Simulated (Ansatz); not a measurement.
# C2H5BrSi: how energies converge with the basis set

An exercise on one series of results from a longer session: the logs are not shown, and one member is left open.

The runs use Ansatz 0.2.0, Gaussian basis; one geometry, several basis sets.

Levels to be run: PBE0-D4/def2-SVP; ωB97M-V/def2-SVP; PBE0-D4/def2-QZVPP; ωB97M-V/def2-QZVPP; the functionals' def2-TZVPP values are taken from earlier runs.

### The relaxed structure

All runs share one geometry, relaxed beforehand with PBE0-D4 in a triple-zeta def2 set.

SMILES `BrC1C[SiH2]1`, 9 atoms, charge 0, spin multiplicity 1.

Atoms are counted from 1 here; the program's logs count them from 0.

Bond lengths: Br1–C2 1.921 Å, C2–C3 1.531 Å, C2–Si4 1.850 Å, C2–H5 1.084 Å, C3–Si4 1.854 Å, C3–H6 1.086 Å, C3–H7 1.086 Å, Si4–H8 1.478 Å, Si4–H9 1.475 Å. Angles: Br1–C2–C3 117.5°, Br1–C2–Si4 122.4°, Br1–C2–H5 109.4°, C3–C2–Si4 65.7°, C3–C2–H5 115.7°, Si4–C2–H5 119.9°, C2–C3–Si4 65.5°, C2–C3–H6 116.0°, C2–C3–H7 115.6°, Si4–C3–H6 122.4°, Si4–C3–H7 116.4°, H6–C3–H7 112.8°, C2–Si4–C3 48.8°, C2–Si4–H8 118.8°, C2–Si4–H9 118.3°, C3–Si4–H8 120.4°, C3–Si4–H9 118.2°, H8–Si4–H9 115.8°.

The first run:

in.yaml

```yaml
crystal:
  periodic: [false, false, false]
  atoms:
    - {symbol: Br, position_ang: [-2.315354, 0.394830, 0.844811]}
    - {symbol: C, position_ang: [-0.771507, 0.311419, -0.295129]}
    - {symbol: C, position_ang: [0.572356, 0.734697, 0.302952]}
    - {symbol: Si, position_ang: [0.472798, -1.052770, -0.179541]}
    - {symbol: H, position_ang: [-1.013157, 0.741072, -1.260268]}
    - {symbol: H, position_ang: [1.140957, 1.461103, -0.269186]}
    - {symbol: H, position_ang: [0.565423, 0.948776, 1.367187]}
    - {symbol: H, position_ang: [1.121658, -1.530312, -1.418441]}
    - {symbol: H, position_ang: [0.315325, -2.055115, 0.890514]}
basis:
  gaussian: {orbitals: def2-SVP}
hamiltonian: {xc: pbe0, dispersion: d4}
output: {orbitals: {seedname: orbitals}}
```

Run with:

```
> ansatz run in.yaml --threads 4 --pin off --events-out ev --progress --plain --max-ram 10444MiB
```

Among the steps run: PBE0-D4 in def2-SVP; ωB97M-V in def2-SVP; PBE0-D4 in def2-QZVPP; ωB97M-V in def2-QZVPP.

One of the session's tables, all rows but one given; the rest of the session is left out.

It belongs to the step «Density functionals: the series». 

| functional | basis | HOMO (eV) | LUMO (eV) |
| --- | --- | --- | --- |
| PBE0-D4 | def2-SVP | -6.88 | -0.20 |
| PBE0-D4 | def2-TZVPP | ? | ? |
| PBE0-D4 | def2-QZVPP | -6.96 | -0.60 |
| ωB97M-V | def2-SVP | -9.00 | 1.86 |
| ωB97M-V | def2-TZVPP | -9.09 | 1.31 |
| ωB97M-V | def2-QZVPP | -9.10 | 1.05 |

Estimate the missing values for PBE0-D4, def2-TZVPP.

**Answer.** HOMO (eV): -6.95; LUMO (eV): -0.51. In the column «HOMO (eV)» it lies between PBE0-D4, def2-QZVPP (-6.96) and PBE0-D4, def2-SVP (-6.88).
